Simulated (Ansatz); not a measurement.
# LaSb: the cost of one run

Computed with the Python package of Ansatz 0.2.0. The levels of theory stand in the script.

### Step 1. The structure

It takes space group Fm-3m (No. 225, cubic). Conventional cell: a = 6.490 Å, b = 6.490 Å, c = 6.490 Å, α = 90.00°, β = 90.00°, γ = 90.00°. La (site symmetry m-3m) has 6 Sb at 3.25 Å as nearest neighbours. Sb (site symmetry m-3m) is surrounded by 6 La at 3.25 Å.

No structure file is read: the coordinates are typed or built in the script.

### Step 2. The code

The input, run_nc_paw.py:

```python
import ansatz as az
import numpy as np

K_SPACING = 0.29
OCCUPATIONS = "fermi_dirac"
SMEARING_WIDTH = 0.2


def count_gap(report):
    # lowest empty less highest filled band, counting bands; zero where they overlap
    return max(report.get("gap_by_band_count_ev") or 0.0, 0.0)


def main() -> None:
    lasb = (
        az.Lattice.fcc(6.49)
        .space_group(225)
        .atom("La", [0.0, 0.0, 0.0])
        .atom("Sb", [0.5, 0.0, 0.0])
        .primitive()
    )

    base = (
        lasb.calculation()
        .functional(az.Functional.PBESOL)
        .kpoints(spacing=K_SPACING)
        .occupations(OCCUPATIONS, width=SMEARING_WIDTH)
        .stress()
        .forces()
        .band_table()
    )
    variants = {
        "PAW": base.pseudopotentials("paw"),
        "norm-conserving": base.pseudopotentials("nc"),
    }
    rows = []
    for label, variant in variants.items():
        report = variant.run().report
        levels = np.array(report["eigenvalues_ev"][0]) - report["fermi_energy_ev"]
        print(label, "levels at the first k-point near E_F:", np.round(levels[np.abs(levels) < 5], 3))
        rows.append((label, report["n_electrons"], np.trace(report["stress_gpa"]) / 3, count_gap(report)))
    print("     treatment  electrons in bands           P GPa  gap by band count eV")
    for row in rows:
        print(f"{str(row[0]):>14s}  {row[1]:18.1f}  {row[2]:14.3f}  {row[3]:20.3f}")


if __name__ == "__main__":
    main()
```

### Step 3. The input behind the calls

The engine receives this input (first run):

```yaml
crystal:
  lattice:
    bravais: fcc
    a: 6.49
  space_group: 225
  atoms:
    - { symbol: La, position: [0.0, 0.0, 0.0] }
    - { symbol: Sb, position: [0.5, 0.0, 0.0] }
  reduce_to_primitive: true
kpoints:
  mp_grid:
    kspacing: 0.29
hamiltonian:
  xc: pbesol
  pseudopotentials:
    kind: paw
scf:
  occupations:
    method: fermi_dirac
    width: 0.2
output:
  forces: true
  stress: true
  eigenvalues: true
```

### Step 4. Launch

Launch:

```sh
> python run_nc_paw.py
```

**Question.** How long does this script take on 1 thread of Arm Neoverse V2, shared host, and how much memory does it need?

About 13 s, with a peak of 0.62 GiB.
